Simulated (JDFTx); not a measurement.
MnS:

```
CELL_PARAMETERS angstrom
0.00000 2.60450 2.60450
2.60450 0.00000 2.60450
2.60450 2.60450 0.00000
ATOMIC_POSITIONS crystal
Mn 0.00000 0.00000 0.00000
S 0.50000 0.50000 0.50000
```

| Item | Value |
| --- | --- |
| Program | JDFTx 1.7.0 (patched build) |
| Task | relaxation of cell and atoms |
| Functional | PBE |
| Dispersion | D3(BJ) |
| Potentials or basis | PseudoDojo-SR-PBE-0.5-standard with smoothed tails |
| Cutoff | 1306 eV |
| Density cutoff | 10449 eV |
| k mesh | 4 × 4 × 4 |
| Occupations | fermi-dirac, width 0.05 eV |
| Spin | collinear spin, ferromagnetic start |
| Starting moments | [4.0, 0.0] μB |

At the start: pressure -6.5 GPa; volume 17.67 Å³/atom.

Problem. How do energy, volume and symmetry change on relaxing?

Solution. Over 9 steps the energy falls by 57.4 meV/atom and the volume is 15.83 Å³/atom (-10.4 %); space group Fm-3m (No. 225, to 0.05 Å); moment 4.38 μB per cell.

Step by step:
| step | energy change (eV) | largest force (eV/Å) | pressure (GPa) | volume (Å³) |
| --- | --- | --- | --- | --- |
| 1 | 0.0000 | 0.0000 | -6.51 | 35.33 |
| 2 | -0.0167 | 0.0000 | -5.89 | 34.90 |
| 3 | -0.1100 | 0.0000 | 13.60 | 31.49 |
| 4 | -0.1107 | 0.0000 | -2.61 | 32.02 |
| 5 | -0.1126 | 0.0000 | -2.19 | 31.90 |
| 6 | -0.1144 | 0.0000 | 2.04 | 31.60 |
| 7 | -0.1148 | 0.0000 | -0.04 | 31.66 |
| 8 | -0.1148 | 0.0000 | 0.00 | 31.66 |
| 9 | -0.1148 | 0.0000 | 0.00 | 31.66 |

Final structure:
```cif
data_structure
_symmetry_space_group_name_H-M 'P 1'
_symmetry_Int_Tables_number 1
_cell_length_a 3.5507
_cell_length_b 3.5507
_cell_length_c 3.5507
_cell_angle_alpha 60.000
_cell_angle_beta 60.000
_cell_angle_gamma 60.000
_cell_volume 31.66
loop_
_atom_site_label
_atom_site_type_symbol
_atom_site_fract_x
_atom_site_fract_y
_atom_site_fract_z
_atom_site_occupancy
Mn1 Mn 0.00000 0.00000 0.00000 1
S1 S 0.50000 0.50000 0.50000 1
```

Caveat: the k mesh is coarse (spacing up to 0.52 Å⁻¹), so the values aren't converged; the plane waves are those of the starting cell, so after so large a change of volume the result is rough; a cell with one magnetic atom can't hold antiferromagnetic order, which such compounds often take; pairwise dispersion overbinds metals, which lowers pressure and volume.
